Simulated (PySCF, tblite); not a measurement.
**C₆H₁₀O₂+ (doublet): geometry, infrared bands and EPR parameters**

What infrared bands and EPR parameters should C₆H₁₀O₂+ (doublet) (`[CH2+][C](OC)[C@@H](C)C=O`) show?

Computed with tblite 0.8.0 and PySCF 2.14.0, with density-fitted response routines of our own, on a single molecule in the gas phase. Atoms are numbered from 0 throughout.

## Step 1: Starting geometry

18 atoms, charge 1, multiplicity 2; geometry from: force field or distance geometry start.

Bonds of the start (Å): C0–C1 1.50, C1–O2 1.41, O2–C3 1.38, C1–C4 1.52, C4–C5 1.50, C4–C6 1.49, C6–O7 1.22, C0–H8 1.09, C0–H9 1.08, C3–H10 1.11, C3–H11 1.11, C3–H12 1.12, C4–H13 1.13, C5–H14 1.12, C5–H15 1.11, C5–H16 1.11, C6–H17 1.08.

## Step 2: Geometry optimisation with GFN2-xTB

What the job is given:

```
{"job": {"kind": "relax", "xc": "GFN2-xTB", "basis": "xTB"}, "charge": 1, "multiplicity": 2}
C      0.532700     1.853200    -0.753100
C      0.345000     0.498400    -0.137700
O      1.407600    -0.269400    -0.665200
C      2.403100    -0.529400     0.254800
C     -0.937400    -0.086400    -0.700800
C     -1.162700    -1.446700    -0.119900
C     -2.126800     0.751100    -0.393400
O     -3.081100     0.346500     0.241500
H      0.134000     2.679300    -0.165400
H      1.005600     1.985100    -1.711000
H      2.872700     0.420900     0.585400
H      2.068700    -1.149400     1.106200
H      3.191500    -1.101900    -0.297900
H     -0.811600    -0.215500    -1.819100
H     -1.843900    -1.422500     0.766300
H     -1.670400    -2.090900    -0.861700
H     -0.223700    -1.984500     0.145200
H     -2.112000     1.768600    -0.750700
```

Launch:

```console
$ OMP_NUM_THREADS=1 python probes_run.py task.json out
```

This one command runs all jobs of the session in turn.

The program printed:

```text
step      E/eV     max force
  0    -691.57950    7.160
  1    -692.45575    4.202
  2    -692.82446    4.492
  3    -693.19832    1.418
  4    -693.36286    1.617
  5    -693.44202    1.263
  6    -693.56730    1.004
  7    -693.67022    1.200
  8    -693.81838    1.645
  9    -693.94917    1.675
 10    -694.07573    1.063
 11    -694.12646    0.716
 12    -694.18820    0.630
 13    -694.25859    0.698
 14    -694.31142    0.613
 15    -694.36021    0.611
 16    -694.39933    0.928
 17    -694.42020    0.869
 18    -694.45705    0.440
 19    -694.47910    0.346
 20    -694.49658    0.372
 21    -694.50849    0.255
 22    -694.51725    0.248
 23    -694.52434    0.225
 24    -694.53247    0.215
 25    -694.54127    0.231
 26    -694.54873    0.219
 27    -694.55407    0.163
 28    -694.55800    0.190
 29    -694.56221    0.158
 30    -694.56918    0.179
 31    -694.57525    0.174
 32    -694.58181    0.181
 33    -694.58860    0.220
 34    -694.59668    0.266
 35    -694.60521    0.259
 36    -694.61313    0.171
 37    -694.61960    0.217
 38    -694.62620    0.256
 39    -694.63445    0.299
 40    -694.64408    0.301
 41    -694.65305    0.298
 42    -694.65945    0.180
 43    -694.66468    0.160
 44    -694.66914    0.165
 45    -694.67416    0.127
 46    -694.67670    0.131
 47    -694.67985    0.131
 48    -694.68335    0.141
 49    -694.68814    0.174
 50    -694.69288    0.182
 51    -694.69693    0.184
 52    -694.70095    0.164
 53    -694.70511    0.148
 54    -694.71048    0.167
 55    -694.71503    0.164
 56    -694.71934    0.174
 57    -694.72368    0.175
 58    -694.72844    0.195
 59    -694.73226    0.168
 60    -694.73548    0.149
 61    -694.73816    0.262
 62    -694.74404    0.211
 63    -694.74955    0.144
 64    -694.75435    0.128
 65    -694.75676    0.142
 66    -694.75982    0.153
 67    -694.76232    0.151
 68    -694.76511    0.127
 69    -694.76770    0.141
 70    -694.77084    0.162
 71    -694.77416    0.150
 72    -694.77717    0.109
 73    -694.77935    0.111
 74    -694.78108    0.106
 75    -694.78307    0.116
 76    -694.78613    0.131
 77    -694.78967    0.131
 78    -694.79305    0.141
 79    -694.79604    0.174
 80    -694.79950    0.181
 81    -694.80448    0.179
 82    -694.81170    0.263
 83    -694.82058    0.309
 84    -694.82982    0.227
 85    -694.83578    0.306
 86    -694.84441    0.241
 87    -694.85147    0.279
 88    -694.86273    0.285
 89    -694.86623    0.170
 90    -694.86940    0.135
 91    -694.87144    0.132
 92    -694.87319    0.123
 93    -694.87545    0.116
 94    -694.87763    0.112
 95    -694.87911    0.098
 96    -694.88098    0.123
 97    -694.88289    0.110
 98    -694.88421    0.090
 99    -694.88504    0.071
100    -694.88584    0.070
101    -694.88672    0.101
102    -694.88757    0.086
103    -694.88831    0.067
104    -694.88894    0.058
105    -694.88946    0.056
106    -694.88991    0.055
107    -694.89040    0.067
108    -694.89097    0.097
109    -694.89165    0.086
110    -694.89237    0.058
111    -694.89284    0.053
112    -694.89329    0.059
113    -694.89376    0.067
114    -694.89426    0.048
115    -694.89462    0.039
116    -694.89485    0.025
117    -694.89500    0.032
118    -694.89515    0.034
119    -694.89536    0.039
120    -694.89565    0.046
121    -694.89599    0.041
122    -694.89630    0.034
123    -694.89655    0.033
124    -694.89676    0.027
125    -694.89696    0.028
126    -694.89711    0.023
127    -694.89720    0.018
128    -694.89724    0.017
129    -694.89727    0.016
130    -694.89729    0.013
131    -694.89732    0.011
132    -694.89735    0.012
133    -694.89738    0.020
134    -694.89743    0.024
135    -694.89750    0.024
136    -694.89760    0.019
137    -694.89773    0.024
138    -694.89790    0.029
139    -694.89813    0.041
140    -694.89846    0.049
141    -694.89892    0.057
142    -694.89950    0.073
143    -694.90015    0.174
144    -694.89917    0.364
145    -694.90087    0.394
146    -694.90140    0.081
147    -694.90225    0.053
148    -694.90264    0.451
149    -694.90359    0.088
150    -694.90434    0.065
151    -694.90287    0.792
152    -694.90569    0.077
153    -694.90632    0.047
154    -694.89870    1.291
155    -694.90714    0.047
156    -694.90778    0.074
157    -694.90253    1.267
158    -694.90926    0.110
159    -694.91025    0.148
160    -694.90551    1.382
161    -694.91229    0.166
162    -694.91353    0.228
163    -694.90827    1.474
164    -694.91638    0.246
165    -694.91803    0.271
166    -694.91517    1.470
167    -694.92228    0.223
168    -694.92452    0.263
169    -694.91971    1.567
170    -694.92911    0.209
171    -694.93165    0.249
172    -694.92410    1.629
173    -694.93595    0.212
174    -694.93848    0.249
175    -694.92645    1.789
176    -694.94245    0.227
177    -694.94487    0.242
178    -694.92879    1.851
179    -694.94915    0.256
180    -694.95207    0.280
181    -694.94248    1.848
182    -694.95819    0.231
183    -694.96206    0.332
184    -694.95610    1.624
185    -694.97032    0.421
186    -694.97505    0.441
187    -694.97623    1.669
188    -694.98844    0.317
189    -694.99521    0.334
190    -695.00500    1.400
191    -695.01889    0.370
192    -695.03202    0.148
193    -695.04023    1.154
194    -695.04999    0.255
195    -695.05472    0.296
196    -695.05744    0.255
197    -695.05901    0.209
198    -695.06036    0.146
199    -695.06116    0.081
200    -695.06192    0.067
201    -695.06313    0.070
202    -695.06424    0.071
203    -695.06538    0.067
204    -695.06635    0.078
205    -695.06750    0.075
206    -695.06870    0.061
207    -695.06961    0.080
208    -695.07022    0.044
209    -695.07069    0.037
210    -695.07122    0.038
211    -695.07168    0.038
212    -695.07201    0.038
213    -695.07228    0.038
214    -695.07257    0.047
215    -695.07282    0.044
216    -695.07308    0.037
217    -695.07336    0.035
218    -695.07376    0.035
219    -695.07413    0.045
220    -695.07447    0.043
221    -695.07474    0.040
222    -695.07500    0.038
223    -695.07523    0.035
224    -695.07546    0.035
225    -695.07570    0.047
226    -695.07594    0.056
227    -695.07617    0.050
228    -695.07639    0.037
229    -695.07660    0.037
230    -695.07684    0.047
231    -695.07720    0.040
232    -695.07746    0.037
233    -695.07775    0.036
234    -695.07813    0.050
235    -695.07871    0.064
236    -695.07951    0.070
237    -695.08045    0.073
238    -695.08052    0.163
239    -695.08204    0.065
240    -695.08266    0.054
241    -695.08366    0.054
242    -695.08399    0.051
243    -695.08485    0.054
244    -695.08524    0.048
245    -695.08561    0.042
246    -695.08583    0.038
247    -695.08605    0.038
248    -695.08623    0.035
249    -695.08640    0.029
250    -695.08649    0.021
251    -695.08655    0.017
252    -695.08659    0.011
253    -695.08661    0.012
254    -695.08663    0.014
255    -695.08665    0.017
256    -695.08667    0.015
257    -695.08668    0.011
258    -695.08670    0.007
```

Run time: 1.8 s. Hardware: 1 thread of Arm Neoverse V1, shared host; peak memory 0.18 GiB.

The steps of the relaxation: (not every step is listed)

| step | energy from step 0 (eV) | largest force (eV/Å) |
| --- | --- | --- |
| 0 | 0.0000 | 7.1597 |
| 1 | -0.8762 | 4.2022 |
| 2 | -1.2450 | 4.4915 |
| 3 | -1.6188 | 1.4180 |
| 4 | -1.7834 | 1.6174 |
| 5 | -1.8625 | 1.2633 |
| 6 | -1.9878 | 1.0042 |
| 7 | -2.0907 | 1.2003 |
| 8 | -2.2389 | 1.6450 |
| 32 | -3.0023 | 0.1808 |
| 56 | -3.1398 | 0.1737 |
| 80 | -3.2200 | 0.1813 |
| 104 | -3.3094 | 0.0581 |
| 128 | -3.3177 | 0.0169 |
| 152 | -3.3262 | 0.0770 |
| 176 | -3.3629 | 0.2268 |
| 200 | -3.4824 | 0.0667 |
| 224 | -3.4960 | 0.0353 |
| 248 | -3.5067 | 0.0352 |
| 253 | -3.5071 | 0.0124 |
| 254 | -3.5071 | 0.0144 |
| 255 | -3.5071 | 0.0165 |
| 256 | -3.5072 | 0.0152 |
| 257 | -3.5072 | 0.0114 |
| 258 | -3.5072 | 0.0075 |

Distances of close pairs at the start and the end, largest changes first:

| bond | before (Å) | after (Å) | change (Å) |
| --- | --- | --- | --- |
| C0–C1 | 1.500 | 1.362 | -0.137 |
| C1–O2 | 1.413 | 1.314 | -0.099 |
| C4–C6 | 1.487 | 1.538 | +0.051 |
| C4–H13 | 1.133 | 1.091 | -0.042 |
| C4–C5 | 1.496 | 1.536 | +0.039 |
| C6–O7 | 1.216 | 1.181 | -0.034 |
| C5–H14 | 1.118 | 1.087 | -0.031 |
| O2–C3 | 1.380 | 1.410 | +0.030 |

The next job starts from the end point, and lists it.

## Step 3: Infrared spectrum with GFN2-xTB

What the job is given:

```
{"job": {"kind": "ir", "xc": "GFN2-xTB", "basis": "xTB"}, "charge": 1, "multiplicity": 2}
C      1.085021     1.065998    -1.527146
C      0.372653     0.324927    -0.632932
O      0.832876    -0.217432     0.471575
C      2.096875     0.115757     1.001336
C     -1.090427     0.046633    -0.836306
C     -1.412166    -1.451324    -0.939345
C     -1.808946     0.502050     0.444764
O     -1.293880     0.568223     1.505838
H      0.609986     1.524975    -2.375249
H      2.158457     1.145586    -1.472756
H      2.276481     1.192553     0.987176
H      2.099485    -0.253300     2.026845
H      2.889723    -0.393165     0.441723
H     -1.480461     0.576640    -1.706256
H     -1.018979    -1.993936    -0.083599
H     -2.485467    -1.612064    -1.001344
H     -0.962348    -1.849096    -1.847241
H     -2.877644     0.713292     0.266501
```

The program printed:

```text
mode    cm-1     km/mol
  1      70.5      0.18
  2     117.1      9.92
  3     123.5      5.61
  4     128.9      4.59
  5     185.4      1.63
  6     200.1      0.67
  7     242.0      1.32
  8     285.7      8.43
  9     306.3      1.58
 10     400.3      3.38
 11     484.8     11.29
 12     531.4      5.48
 13     624.9      1.34
 14     694.0      4.00
 15     806.4      7.98
 16     854.0     26.67
 17     859.0     37.61
 18     868.1      1.58
 19     926.1     20.83
 20     988.9     15.48
 21    1033.9     16.13
 22    1058.1     13.94
 23    1073.4      8.11
 24    1083.5      2.56
 25    1138.1      3.11
 26    1173.2     42.74
 27    1224.6     17.21
 28    1246.3     17.95
 29    1281.1     11.20
 30    1353.0     20.77
 31    1380.0     55.11
 32    1392.8     38.33
 33    1407.3     42.11
 34    1422.2     21.18
 35    1446.3     39.17
 36    1456.7     10.52
 37    1497.0     54.26
 38    1818.6    238.94
 39    2788.3     29.99
 40    2937.0     18.27
 41    2990.6      3.56
 42    2991.2      0.90
 43    3029.4     16.49
 44    3032.7      6.04
 45    3056.0      1.09
 46    3063.2      1.44
 47    3109.7     32.48
 48    3156.1      7.03
```

Run time: 0.6 s. Hardware: 1 thread of Arm Neoverse V1, shared host; peak memory 0.18 GiB.

The strongest bands and the atoms that carry them (share of the mass-weighted mode):

| cm⁻¹ | km/mol | atoms |
| --- | --- | --- |
| 859 | 37.6 | C4 23 %, C6 21 % |
| 1173 | 42.7 | H13 58 %, C4 15 % |
| 1380 | 55.1 | H10 32 %, H12 31 %, H11 11 % |
| 1393 | 38.3 | H16 28 %, H15 26 %, H14 25 %, C5 14 % |
| 1407 | 42.1 | H12 45 %, H11 32 %, H10 13 % |
| 1446 | 39.2 | H16 49 %, H14 24 %, H15 20 % |
| 1497 | 54.3 | C1 47 %, C0 34 % |
| 1819 | 238.9 | C6 55 %, O7 43 % |

## Step 4: EPR parameters: B3LYP/pcH-1

Settings changed since step 3:

```diff
@@ -1,2 +1,2 @@
-{"job": {"kind": "ir", "xc": "GFN2-xTB", "basis": "xTB"}, "charge": 1, "multiplicity": 2}
+{"job": {"kind": "epr", "basis": "pcH-1"}, "charge": 1, "multiplicity": 2}
 C      1.085021     1.065998    -1.527146
```

Level: UKS B3LYP, pcH-1 on C H O, non-relativistic, mean-field spin-orbit, GIAO.

The program printed:

```text
UKS, coarse grid
  cycle   1  E = -384.61413221  |g| = 6.62e-01
  cycle   2  E = -383.40053257  |g| = 1.74e+00
  cycle   3  E = -384.74751406  |g| = 2.78e-01
  cycle   4  E = -384.77403562  |g| = 1.75e-01
  cycle   5  E = -384.78658260  |g| = 6.04e-02
  cycle   6  E = -384.78801577  |g| = 1.94e-02
  cycle   7  E = -384.78816638  |g| = 9.37e-03
  cycle   8  E = -384.78821617  |g| = 3.97e-03
  cycle   9  E = -384.78822828  |g| = 1.51e-03
  cycle  10  E = -384.78822904  |g| = 8.54e-04
UKS, final grid
  cycle   1  E = -384.78823972  |g| = 2.05e-03
  cycle   2  E = -384.78822421  |g| = 6.11e-03
  cycle   3  E = -384.78824179  |g| = 6.15e-04
  cycle   4  E = -384.78824195  |g| = 8.49e-05
  cycle   5  E = -384.78824195  |g| = 7.64e-05
  cycle   6  E = -384.78824196  |g| = 3.50e-05
  cycle   7  E = -384.78824196  |g| = 8.19e-06
E = -384.78824196 Eh   <S^2> = 0.7618 (exact 0.7500)
g shifts (ppm)      1          2          3
  rmc          -224       -224       -224
  gc              7         38         41
  oz_so         204       1732       3002
  total         -13       1545       2819
hyperfine (MHz)  atom isotope    a_iso     a_fc   dipolar eigenvalues
    0   13C      42.30      42.30    -44.63    -44.23     88.86
    1   13C     -27.52     -27.52     -9.69      0.94      8.75
    2   17O     -30.57     -30.57    -69.61     34.21     35.40
    3   13C      -7.38      -7.38     -1.33      0.02      1.30
    4   13C      -0.06      -0.06     -7.99     -7.23     15.21
    5   13C      -2.19      -2.19     -1.49     -1.13      2.62
    6   13C     -20.45     -20.45     -7.85     -0.05      7.90
    7   17O     -15.38     -15.38    -67.82     30.80     37.02
    8    1H     -36.24     -36.24    -20.59     -2.78     23.38
    9    1H     -34.01     -34.01    -19.98     -2.75     22.72
   10    1H       7.48       7.48     -3.05     -0.93      3.98
   11    1H       8.16       8.16     -2.36     -1.95      4.32
   12    1H      41.32      41.32     -2.42     -1.31      3.73
   13    1H      -5.08      -5.08     -4.12      0.51      3.61
   14    1H      -0.58      -0.58     -1.40     -0.99      2.39
   15    1H      -2.88      -2.88     -1.68     -0.67      2.34
   16    1H       9.11       9.11     -1.86     -0.08      1.94
   17    1H     127.57     127.57     -3.16     -2.05      5.21
```

Wall time 1.8 min (1 thread of Arm Neoverse V1, shared host); peak memory 0.97 GiB.

Principal g values 2.00231, 2.00386, 2.00514; g(iso) = 2.00377, against 2.00232 for a free electron.

Hyperfine couplings; where a row names several nuclei, a(iso) is their mean (it holds for fast rotation or exchange) and the dipolar term the largest among them:

| nuclei | isotope | a(iso) (MHz) | a(iso) (G, at g = 2.0023) | largest dipolar term (MHz) |
| --- | --- | --- | --- | --- |
| H17 | 1H | 127.6 | 45.5 | 5.2 |
| C0 | 13C | 42.3 | 15.1 | 88.9 |
| H8, H9 | 1H | -35.1 | -12.5 | 23.4 |
| O2 | 17O | -30.6 | -10.9 | -69.6 |
| C1 | 13C | -27.5 | -9.8 | -9.7 |
| C6 | 13C | -20.5 | -7.3 | 7.9 |
| H10, H11, H12 | 1H | 19.0 | 6.8 | 4.3 |
| O7 | 17O | -15.4 | -5.5 | -67.8 |
| C3 | 13C | -7.4 | -2.6 | -1.3 |
| H13 | 1H | -5.1 | -1.8 | -4.1 |
| C5 | 13C | -2.2 | -0.8 | 2.6 |
| H14, H15, H16 | 1H | 1.9 | 0.7 | 2.4 |
| C4 | 13C | -0.1 | 0.0 | 15.2 |

Mulliken spin populations:

C0 0.57; C1 -0.02; O2 0.19; C3 -0.01; C4 0.04; C5 0.01; C6 -0.02; O7 0.21; H8 -0.02; H9 -0.02; H10 0.01; H11 0.00; H12 0.02; H13 0.00; H14 0.00; H15 0.00; H16 0.01; H17 0.05

In first order the couplings over 0.8 MHz of 1H give 192 distinct lines over 94.8 G, if the averaged nuclei exchange fast.

Orbitals, density, ELF and potential are computed afterwards from the orbital file.

ELF in a plane through or near 5 of the atoms.

Ten even steps from '0' (0.00) to '9' (1.00):
```
0000000000000000000000000000
0000000000000000000000000000
0000000000000000000000000000
0000002321000000000000000000
0000079997000000000000000000
0000189998000001000000000000
0000049996154100000000000000
0000014314788400000012100000
0000036225727301331136510000
0000026642477466375246620000
0000001000153287255201100000
0000000477589643686300000000
0000005999716410587400000000
0000009999858730034100000000
0000003775369970000000000000
0000000000048860000000000000
0000000000001100000000000000
0000000000000000000000000000
0000000000000000000000000000
0000000000000000000000000000
```
The map spans 11.0 Å across and 10.3 Å up, centred on the molecule. Atoms in the plane (x, y in Å): C0 (-1.0, -1.7), C1 (-0.3, -0.5), C3 (-2.3, 0.8), C4 (1.1, -0.3), H9 (-2.0, -1.8).

log10 of the density (e/Å³) in the same plane.

Ten even steps from ' ' (-4.0) to '@' (0.9):
```
                                                        
                                                        
                                                        
        ..::------::::..  ....::....                    
      ..::==++++++==--::::----------::::..              
      ::--++**####**++==============----::::..          
    ..::==++##%%%%##******++++++++++======--::..        
    ::--==**##@@%%%%%%@@%%##**++****++++++====::..      
    ::--==**##%%%%%%@@@@@@##****####******++==--::      
    ::--==**##########%%%%%%%%%%%%%%####**++==--::..    
    ..::--==++++++++##%%@@@@%%%%@@%%##**++====::..      
      ..::--==++**####%%%%##########****==--::..        
        ..--++**%%%%%%@@%%##**********++==::..          
        ..--==**##%%%%%%####**++========::..            
          ::--==++++********++==--::::::..              
            ::----====++++++==--::..                    
              ....::::------::..                        
                      ....                              
                                                        
                                                        
```
The map spans 11.0 Å across and 10.3 Å up, centred on the molecule. Atoms in the plane (x, y in Å): C0 (-1.0, -1.7), C1 (-0.3, -0.5), C3 (-2.3, 0.8), C4 (1.1, -0.3), H9 (-2.0, -1.8).

On the surface of density 0.002 e/bohr³ the electrostatic potential runs, from the 1st to the 99th percentile, from 2.43 V near O7 to 5.60 V near C6.

The spin density lies nearest to C0 33 %; O2, O7 about 17 % each; C1 9 %.

## Step 5: Results

| quantity | value |
| --- | --- |
| strongest single infrared mode (GFN2-xTB) | 1819 cm⁻¹, 239 km/mol |
| zero-point energy (GFN2-xTB) | 90.5 kcal/mol |
| g(iso) (B3LYP) | 2.00377 |
| ⟨S²⟩ | 0.762 (exact 0.75) |
| largest a(iso) (averaged by class) | 1H on H17, 127.6 MHz |

The optimisation took 258 steps and gained 3.507 eV; among the close pairs (by a distance rule), C0–C1 changed most, from 1.500 to 1.362 Å. All 48 modes are real, so the xTB geometry is a minimum. The strongest single mode, at 1819 cm⁻¹, moves mainly C6 and O7. GFN2-xTB is a fitted tight-binding method: band positions and strengths are rough. Its intensities can rank the bands wrongly. The largest share of the spin, 0.57 e, sits on C0. The isotropic g lies 1.5 ppt above the free-electron value.
